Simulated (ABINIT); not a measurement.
# TaAs (I4_1md) in ABINIT: notebook

One crystal, TaAs, is run at these levels: AM05, LDA; tasks: single point.

Program: ABINIT 10.8.3 (patched build). These are calculated values, not measurements. Logs are shortened: lines on timing, memory, paths and dates and some standing lists are left out, and cuts for length are marked. The log counts tension as positive stress, the text compression.

## (1) Starting point

Symmetry: I4_1md, No. 109, tetragonal system. The conventional cell has a = 3.444 Å, b = 3.444 Å, c = 11.736 Å, α = 90.00°, β = 90.00°, γ = 90.00°. Ta (site symmetry 2mm) is surrounded by 6 As at 2.61 to 2.62 Å. As (site symmetry 2mm) is surrounded by 6 Ta at 2.61 to 2.62 Å.

The cell is a database's computed one.

## (2) Single point, AM05

Contents of run.abi:

```
pp_dirpath "./"
pseudos "Ta.GGA_PBE-ansatz.xml, As.GGA_PBE-ansatz.xml"

acell 6.3531110788 6.3531110788 6.3531110788 Angstrom
rprim
    -0.2710189293     0.2710189293     0.9236327625
     0.2710189293    -0.2710189293     0.9236327625
     0.2710189293     0.2710189293    -0.9236327625
ntypat 2
znucl 73 33
natom 4
typat 1 1 2 2
xred
     0.4999673000     0.4999673000     0.0000000000
     0.2499673000     0.7499673000     0.5000000000
     0.0826321200     0.0826321200     0.0000000000
     0.8326321200     0.3326321200     0.5000000000

ecut 12.0
pawecutdg 24.0
pawxcdev 0
pawovlp 30

kptopt 1
ngkpt 8 8 8
nshiftk 1
shiftk 0.0 0.0 0.0

ixc -120135

nband 34
occopt 3
tsmear 0.00183747

nstep 100
tolvrs 1.0e-9

iomode 3
prtwf 0
prteig 0
prtebands 0
prtden 1
prtvha 1
prtvclmb 1
prtpot 1
```

Potentials or basis: Ansatz PAW PBE default generated set, frozen core.

Started as:

```bash
abinit run.abi > log 2>&1
```

run.abo:

```text
[... set-up lines left out ...]
 ETOT  1  -344.16058814929    -3.442E+02 2.509E+00 5.065E+00
 ETOT  2  -345.76377194710    -1.603E+00 7.286E-02 2.811E+00
 ETOT  3  -345.76050777940     3.264E-03 2.714E-02 1.149E+00
 ETOT  4  -345.76051105650    -3.277E-06 1.168E-02 7.357E-02
 ETOT  5  -345.76001863780     4.924E-04 8.836E-03 2.242E-02
 ETOT  6  -345.75999281530     2.582E-05 5.168E-03 1.759E-04
 ETOT  7  -345.75999831898    -5.504E-06 2.423E-03 7.148E-04
 ETOT  8  -345.75999753848     7.805E-07 2.377E-03 1.940E-04
 ETOT  9  -345.75999727568     2.628E-07 1.400E-03 2.841E-06
 ETOT 10  -345.75999730781    -3.213E-08 1.238E-03 3.670E-06
 ETOT 11  -345.75999730420     3.606E-09 1.284E-03 1.135E-06
 ETOT 12  -345.75999730246     1.743E-09 9.945E-04 1.336E-08
 ETOT 13  -345.75999730258    -1.194E-10 9.398E-04 2.626E-09
 ETOT 14  -345.75999730262    -3.791E-11 6.477E-04 6.197E-10

 At SCF step   14       nres2   =  6.20E-10 < tolvrs=  1.00E-09 =>converged.

 Cartesian components of stress tensor (hartree/bohr^3)
  sigma(1 1)=  1.92790088E-04  sigma(3 2)=  0.00000000E+00
  sigma(2 2)=  1.92790088E-04  sigma(3 1)=  0.00000000E+00
  sigma(3 3)=  2.04342938E-04  sigma(2 1)=  0.00000000E+00

--- !ResultsGS
iteration_state: {dtset: 1, }
comment   : Summary of ground state results
lattice_vectors:
- [ -3.2537557,   3.2537557,  11.0888024, ]
- [  3.2537557,  -3.2537557,  11.0888024, ]
- [  3.2537557,   3.2537557, -11.0888024, ]
lattice_lengths: [  12.00564,   12.00564,   12.00564, ]
lattice_angles: [148.550, 148.550,  45.074, ] # degrees, (23, 13, 12)
lattice_volume:   4.6958533E+02
convergence: {deltae: -3.791E-11, res2:  6.197E-10, residm:  6.477E-04, diffor: null, }
etotal    :  -3.45759997E+02
entropy   :   0.00000000E+00
fermie    :   2.70550986E-01
cartesian_stress_tensor: # hartree/bohr^3
- [  1.92790088E-04,   0.00000000E+00,   0.00000000E+00, ]
- [  0.00000000E+00,   1.92790088E-04,   0.00000000E+00, ]
- [  0.00000000E+00,   0.00000000E+00,   2.04342938E-04, ]
pressure_GPa:  -5.7854E+00
xred      :
- [  4.9997E-01,   4.9997E-01,  -1.7216E-17, Ta]
- [  2.4997E-01,   7.4997E-01,   5.0000E-01, Ta]
- [  8.2632E-02,   8.2632E-02,  -2.8453E-18, As]
- [  8.3263E-01,   3.3263E-01,   5.0000E-01, As]
cartesian_forces: # hartree/bohr
- [ -4.74555990E-20,  -7.45606533E-20,   4.96386985E-04, ]
- [ -9.71876485E-20,  -1.58724856E-20,   4.96386985E-04, ]
- [  1.81115151E-20,  -8.99353918E-21,  -4.96386985E-04, ]
- [  1.26531732E-19,   9.94266781E-20,  -4.96386985E-04, ]
force_length_stats: {min:   4.96386985E-04, max:   4.96386985E-04, mean:   4.96386985E-04, }
...

 Integrated electronic density in atomic spheres:
 ------------------------------------------------
 Atom  Sphere_radius  Integrated_density
    1        2.63806         11.25982655
    2        2.63806         11.26377812
    3        2.63806         14.62287849
    4        2.63806         14.62947880

================================================================================

 ----iterations are completed or convergence reached----

 Mean square residual over all n,k,spin=   19.323E-07; max=  64.770E-05
 reduced coordinates (array xred) for    4 atoms
       0.499967300000      0.499967300000     -0.000000000000
       0.249967300000      0.749967300000      0.500000000000
       0.082632120000      0.082632120000     -0.000000000000
       0.832632120000      0.332632120000      0.500000000000
 rms dE/dt=  5.5043E-03; max dE/dt=  5.5103E-03; dE/dt below (all hartree)
    1      -0.005510325733     -0.005510325733      0.005510325733
    2      -0.005510325733     -0.005510325733      0.005510325733
    3       0.005498348684      0.005498348684     -0.005498348684
    4       0.005498348684      0.005498348684     -0.005498348684

 cartesian coordinates (angstrom) at end:
    1     -0.00000000000000    -0.00000000000000     5.86755777280493
    2      1.72181336230034    -0.00000000000000     2.93358700471423
    3     -0.00000000000000     0.00000000000000     0.96976089834145
    4      0.00000000000000     1.72181336230034     3.90373166643215

 cartesian forces (hartree/bohr) at end:
    1     -0.00000000000000    -0.00000000000000     0.00049638698542
    2     -0.00000000000000    -0.00000000000000     0.00049638698542
    3      0.00000000000000    -0.00000000000000    -0.00049638698542
    4      0.00000000000000     0.00000000000000    -0.00049638698542
 frms,max,avg= 2.8658916E-04 4.9638699E-04   0.000E+00  0.000E+00  5.401E-07 h/b

 cartesian forces (eV/Angstrom) at end:
    1     -0.00000000000000    -0.00000000000000     0.02552524507575
    2     -0.00000000000000    -0.00000000000000     0.02552524507575
    3      0.00000000000000    -0.00000000000000    -0.02552524507575
    4      0.00000000000000     0.00000000000000    -0.02552524507575
 frms,max,avg= 1.4737007E-02 2.5525245E-02   0.000E+00  0.000E+00  2.777E-05 e/A
 length scales= 12.005639986403 12.005639986403 12.005639986403 bohr
              =  6.353111078800  6.353111078800  6.353111078800 angstroms
 Fermi (or HOMO) energy (hartree) =   0.27055   Average Vxc (hartree)=  -0.44674
 Eigenvalues (hartree) for nkpt=  59  k points:
 kpt#   1, nband= 34, wtk=  0.00195, kpt=  0.0000  0.0000  0.0000 (reduced coord)
  -2.24118   -2.24082   -1.04510   -1.04510   -1.04395   -1.04383   -1.04345   -1.04338
  -1.04337   -1.04337   -1.04327   -1.04295   -1.01291   -1.01042   -1.01042   -1.00589
  -1.00589   -1.00385   -0.24420   -0.15190    0.01304    0.15518    0.17971    0.17971
   0.18308    0.19814    0.21048    0.21048    0.30403    0.32825    0.35545    0.38419
   0.38419    0.39340
      occupation numbers for kpt#   1
   2.00000    2.00000    2.00000    2.00000    2.00000    2.00000    2.00000    2.00000
   2.00000    2.00000    2.00000    2.00000    2.00000    2.00000    2.00000    2.00000
   2.00000    2.00000    2.00000    2.00000    2.00000    2.00000    2.00000    2.00000
   2.00000    2.00000    2.00000    2.00000    0.00000    0.00000    0.00000    0.00000
   0.00000    0.00000
 prteigrs : prtvol=0 or 1, do not print more k-points.

--- !EnergyTerms
iteration_state     : {dtset: 1, }
comment             : Components of total free energy in Hartree
kinetic             :  3.46565847105366E+01
hartree             :  7.71090938507255E+01
xc                  : -2.17409613450722E+01
Ewald energy        : -2.27827661797689E+02
psp_core            :  1.96487623371129E+01
local_psp           : -1.68322762993735E+02
PAW spherical_terms : -5.92827820503946E+01
internal            : -3.45759727288516E+02
'-kT*entropy'       : -2.71202098585412E-04
total_energy        : -3.45759998490614E+02
total_energy_eV     : -9.40860886733792E+03
...

--- !EnergyTermsDC
iteration_state     : {dtset: 1, }
comment             : '"Double-counting" decomposition of free energy'
band_energy         : -4.02840355191332E+01
Ewald energy        : -2.27827661797689E+02
psp_core            :  1.96487623371129E+01
xc_dc               : -7.79576173560168E+01
PAW spherical_terms : -1.93391737647904E+01
internal            : -3.45759726100517E+02
'-kT*entropy'       : -2.71202098585412E-04
total_energy_dc     : -3.45759997302615E+02
total_energy_dc_eV  : -9.40860883501081E+03
...

--- !EnergyTermsWithPAWCore
iteration_state     : {dtset: 1, }
comment             : 'Components of total free energy, including PAW core contributions'
Total energy        : -3.29981420402905E+04
Total energy DC     : -3.29981420391025E+04
Total energy (eV)   : -8.97925188458087E+05
Total energy DC (eV): -8.97925188425760E+05
...

 Cartesian components of stress tensor (hartree/bohr^3)
  sigma(1 1)=  1.92790088E-04  sigma(3 2)=  0.00000000E+00
  sigma(2 2)=  1.92790088E-04  sigma(3 1)=  0.00000000E+00
  sigma(3 3)=  2.04342938E-04  sigma(2 1)=  0.00000000E+00

-Cartesian components of stress tensor (GPa)         [Pressure= -5.7854E+00 GPa]
- sigma(1 1)=  5.67208022E+00  sigma(3 2)=  0.00000000E+00
- sigma(2 2)=  5.67208022E+00  sigma(3 1)=  0.00000000E+00
- sigma(3 3)=  6.01197679E+00  sigma(2 1)=  0.00000000E+00

== END DATASET(S) ==============================================================
================================================================================

 -outvars: echo values of variables after computation  --------
            acell      1.2005639986E+01  1.2005639986E+01  1.2005639986E+01 Bohr
           etotal     -3.4575999730E+02
            fcart     -4.7455598989E-20 -7.4560653301E-20  4.9638698542E-04
                      -9.7187648532E-20 -1.5872485595E-20  4.9638698542E-04
                       1.8111515136E-20 -8.9935391761E-21 -4.9638698542E-04
                       1.2653173238E-19  9.9426678072E-20 -4.9638698542E-04
            rprim     -2.7101892930E-01  2.7101892930E-01  9.2363276250E-01
                       2.7101892930E-01 -2.7101892930E-01  9.2363276250E-01
                       2.7101892930E-01  2.7101892930E-01 -9.2363276250E-01
           strten      1.9279008811E-04  1.9279008811E-04  2.0434293760E-04
                       0.0000000000E+00  0.0000000000E+00  0.0000000000E+00
           xangst     -1.3660315463E-17 -4.5624595091E-17  5.8675577728E+00
                       1.7218133623E+00 -1.1750094465E-16  2.9335870047E+00
                      -4.2196806718E-17  3.2398490221E-17  9.6976089834E-01
                       1.1750094465E-16  1.7218133623E+00  3.9037316664E+00
             xred      4.9996730000E-01  4.9996730000E-01 -1.7215835309E-17
                       2.4996730000E-01  7.4996730000E-01  5.0000000000E-01
                       8.2632120000E-02  8.2632120000E-02 -2.8453480240E-18
                       8.3263212000E-01  3.3263212000E-01  5.0000000000E-01
 Calculation completed.
```

It took 4.5 min on 1 thread of Arm Neoverse V1, shared host; peak memory 0.43 GiB.

Results:

```
Free energy            : -9408.6088 eV
Largest force          : 0.026 eV/Å
Band gap on the k mesh : none (metal or under the smearing width)
```

Forces on the atoms (eV/Å):
```
Ta   0.000  0.000  0.026
Ta   0.000  0.000  0.026
As   0.000  0.000 -0.026
As   0.000  0.000 -0.026
```

Caveat: the cutoff is too short for stress, so the log's stress isn't used; the PAW data sets were made with another functional, which shifts forces and pressure a little; the atomic spheres overlap. The run has no spin-orbit coupling, so splittings on Ta are missing.

## (3) Single point, LDA

Contents of run.abi:

```
# Pseudopotentials
pp_dirpath "./"
pseudos "Ta.hgh, As.hgh"

# Structure
acell 3*1.0 Angstrom
rprim
    -1.7218133622     1.7218133622     5.8679415361
     1.7218133622    -1.7218133622     5.8679415361
     1.7218133622     1.7218133622    -5.8679415361
ntypat 2
znucl 73 33
natom 4
typat 1 1 2 2
xred
     0.4999673000     0.4999673000     0.0000000000
     0.2499673000     0.7499673000     0.5000000000
     0.0826321200     0.0826321200     0.0000000000
     0.8326321200     0.3326321200     0.5000000000

# Plane-wave basis
ecut 14.0

# k points
kptopt 1
ngkpt 8 8 8
nshiftk 1
shiftk 0.0 0.0 0.0

# Exchange and correlation
ixc 7

# Bands and occupations
nband 14
occopt 3
tsmear 0.00183747

# SCF cycle
nstep 100
tolvrs 1.0e-10

# Output
iomode 3
prtwf 0
prteig 0
prtebands 0
enunit 1
prtden 1
prtvha 1
prtvclmb 1
prtpot 1
prtelf 1
```

Potentials or basis: HGH LDA.

Started as:

```bash
abinit run.abi > log 2>&1
```

run.abo:

```text
.Version 10.8.3 of ABINIT
 Symmetries : space group I4_1 m d (#109); Bravais tI (body-center tetrag.)
================================================================================
 Values of the parameters that define the memory need of the present run
     intxc =       0    ionmov =       0      iscf =       7    lmnmax =       6
     lnmax =       6     mgfft =      45  mpssoang =       3    mqgrid =    3001
     natom =       4  nloc_mem =       1    nspden =       1   nspinor =       1
    nsppol =       1      nsym =       8    n1xccc =       0    ntypat =       2
    occopt =       3   xclevel =       1
       mpw =        1195          nfft =       91125          nkpt =          59
================================================================================
================================================================================

--------------------------------------------------------------------------------
------------- Echo of variables that govern the present computation ------------
--------------------------------------------------------------------------------
 -outvars: echo values of preprocessed input variables --------
            acell      1.8897261259E+00  1.8897261259E+00  1.8897261259E+00 Bohr
              amu      1.80947900E+02  7.49215900E+01
             ecut      1.40000000E+01 Hartree
           enunit           1
                       outvar_i_n : Printing only first  50 k-points.
              ixc           7
                       outvar_i_n : Printing only first  50 k-points.
         kptrlatt        8    0    0      0    8    0      0    0    8
          kptrlen      5.20600911E+01
[... 228 lines left out ...]
band_energy         :  3.81493927526161E-01
...

 Cartesian components of stress tensor (hartree/bohr^3)
  sigma(1 1)=  3.31405561E-04  sigma(3 2)=  0.00000000E+00
  sigma(2 2)=  3.31405561E-04  sigma(3 1)=  0.00000000E+00
  sigma(3 3)=  3.16986901E-04  sigma(2 1)=  0.00000000E+00

-Cartesian components of stress tensor (GPa)         [Pressure= -9.6089E+00 GPa]
- sigma(1 1)=  9.75028823E+00  sigma(3 2)=  0.00000000E+00
- sigma(2 2)=  9.75028823E+00  sigma(3 1)=  0.00000000E+00
- sigma(3 3)=  9.32607662E+00  sigma(2 1)=  0.00000000E+00

== END DATASET(S) ==============================================================
================================================================================

 -outvars: echo values of variables after computation  --------
            acell      1.8897261259E+00  1.8897261259E+00  1.8897261259E+00 Bohr
           etotal     -2.3045986769E+01
            fcart      3.9153363654E-20  3.9153363654E-20  1.8329821373E-04
                       2.6720351265E-20 -2.7489757359E-20  1.8329821373E-04
                      -3.9153363654E-20 -3.9153363654E-20 -1.8329821373E-04
                      -2.6720351265E-20  2.7489757359E-20 -1.8329821373E-04
            rprim     -1.7218133622E+00  1.7218133622E+00  5.8679415361E+00
                       1.7218133622E+00 -1.7218133622E+00  5.8679415361E+00
                       1.7218133622E+00  1.7218133622E+00 -5.8679415361E+00
           strten      3.3140556089E-04  3.3140556089E-04  3.1698690149E-04
                       0.0000000000E+00  0.0000000000E+00  0.0000000000E+00
           xangst      9.1412655925E-18  4.7285934492E-17  5.8675577727E+00
                       1.7218133622E+00 -4.7000377860E-16  2.9335870047E+00
                      -3.2804053820E-18  1.2606413640E-17  9.6976089833E-01
                       0.0000000000E+00  1.7218133622E+00  3.9037316664E+00
             xred      4.9996730000E-01  4.9996730000E-01  1.6385980421E-17
                       2.4996730000E-01  7.4996730000E-01  5.0000000000E-01
                       8.2632120000E-02  8.2632120000E-02  2.7081937169E-18
                       8.3263212000E-01  3.3263212000E-01  5.0000000000E-01
 Calculation completed.
```

Run time: 99 s. Hardware: 1 thread of AMD EPYC 7R43 (Zen 3), shared host; peak memory 0.08 GiB.

What came out:

```
Free energy                                           : -627.1132 eV
Largest force                                         : 0.009 eV/Å
Band gap on the k mesh                                : none (metal or under the smearing width)
Valence electrons inside the program's atomic spheres : Ta 1.71; As 2.54, 2.53
```

Forces in eV/Å, atoms in the order of the input:
```
Ta   0.000  0.000  0.009
Ta   0.000  0.000  0.009
As   0.000  0.000 -0.009
As   0.000  0.000 -0.009
```

Caveat: the cutoff is too short for stress, so the log's stress isn't used; HGH potentials are hard and often keep d shells in the core, so these values are rough. The run has no spin-orbit coupling, so splittings on Ta are missing.
